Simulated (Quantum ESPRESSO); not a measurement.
BiS:

```
Bi S
1.0
     4.00294    0.00000    0.00000
     0.00000    4.00294    0.00000
     0.00000    0.00000    4.00294
Bi S
1 1
Direct
  0.50000 0.50000 0.50000
  0.00000 0.00000 0.00000
```

The cell was built by a generator and needn't be a form met in nature.

```yaml
Program: Quantum ESPRESSO 7.5
Task: phonons
Functional: PBE
Potentials_or_basis: GBRV 1.5 PBE
Cutoff: 612 eV
Density_cutoff: 4898 eV
k_mesh: 7 × 7 × 7
Occupations: cold, width 0.2 eV
Spin: no spin polarisation
Mixing_beta: 0.5
Most_SCF_iterations: 120
SCF_threshold: 4e-10 Ry
```

The cell and the atoms were relaxed first, to 23.19 Å³/atom (a = 3.593 Å, b = 3.593 Å, c = 3.593 Å, α = 90.00°, β = 90.00°, γ = 90.00°), and the response was taken there.

Problem. What is the highest optical frequency at the zone centre?

Solution. 59i cm⁻¹, a mode of symmetry T1u (IR).

Optical modes at Γ, degenerate ones joined:
| cm⁻¹ | components | symmetry | active in |
| --- | --- | --- | --- |
| 59i | 3 | T1u | IR |

Caveat: the mesh is thin for the phonons of a metal; some modes are imaginary; the volume moved by over 15 % at a fixed basis, so the end points are rough.
